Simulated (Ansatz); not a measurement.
# BiTe: energy and pressure over a range of volumes

The task here is to estimate one member of a computed series from the others.

Method: DFT PBE, scalar-relativistic, in Ansatz 0.2.0.

### The starting structure

It takes space group Fm-3m (No. 225, cubic). Conventional cell: a = 6.470 Å, b = 6.470 Å, c = 6.470 Å, α = 90.00°, β = 90.00°, γ = 90.00°. Bi (site symmetry m-3m) is surrounded by 6 Te at 3.23 Å. Te (site symmetry m-3m) is surrounded by 6 Bi at 3.23 Å.

Structure file:

```cif
data_structure
_symmetry_space_group_name_H-M 'Fm-3m'
_symmetry_Int_Tables_number 225
_cell_length_a 6.4700
_cell_length_b 6.4700
_cell_length_c 6.4700
_cell_angle_alpha 90.000
_cell_angle_beta 90.000
_cell_angle_gamma 90.000
_cell_volume 270.84
loop_
_atom_site_label
_atom_site_type_symbol
_atom_site_symmetry_multiplicity
_atom_site_Wyckoff_symbol
_atom_site_fract_x
_atom_site_fract_y
_atom_site_fract_z
_atom_site_occupancy
Bi1 Bi 4 a 0.00000 0.00000 0.00000 1
Te1 Te 4 b 0.50000 0.00000 0.00000 1
```

The file gives the conventional cell by its symmetry; the runs use the cell typed in the input.

The structure is an experimental refinement, used without relaxation.

Atoms are numbered in the order of the input: Bi1, Te2.

The first run:

Input file input.yaml:

```yaml
crystal:
  lattice:
    - [0.0, 3.1912784242, 3.1912784242]
    - [3.1912784242, 0.0, 3.1912784242]
    - [3.1912784242, 3.1912784242, 0.0]
  atoms:
    - { symbol: Bi, position: [0.0, 0.0, 0.0] }
    - { symbol: Te, position: [0.5, 0.5, 0.5] }
kpoints:
  mp_grid: { grid: [10, 10, 10] }
scf:
  occupations: { method: fermi_dirac, width: 0.08 }
hamiltonian:
  xc: pbe
  pseudopotentials: { kind: all_electron, lapw: { basis_error: 0.0005 } }
output:
  forces: true
  stress: true
  eigenvalues: true
```

Among the steps run: Volume × 0.96, LAPW; Volume × 0.96, PAW; Volume × 0.96, crystal datasets; Volume × 0.98, LAPW; Volume × 0.98, PAW; Volume × 1.02, LAPW; Volume × 1.02, PAW; Volume × 1.04, LAPW; Volume × 1.04, PAW; Volume × 1.04, crystal datasets.

One of the session's tables, all rows but one given; the rest of the session is left out.

```
          method  volume (Å³/atom)  pressure (GPa)
            LAPW            32.501            3.07
            LAPW            33.178            1.87
            LAPW            33.855            0.81
            LAPW            34.532           -0.15
            LAPW            35.209           -1.01
             PAW            32.501            3.05
             PAW            33.178            1.86
             PAW            33.855               ?
             PAW            34.532           -0.16
             PAW            35.209           -1.02
crystal datasets            32.501            3.07
crystal datasets            33.855            0.80
crystal datasets            35.209           -1.01
```

Q: Estimate the row for PAW, 33.855 from the others.

The run gave: pressure (GPa): 0.79. In the column «pressure (GPa)» it lies between LAPW, 34.532 (-0.15) and crystal datasets, 33.855 (0.80).

Caveats from the session: Warnings in the runs' records: gradients without spin orbit, crystal datasets made.
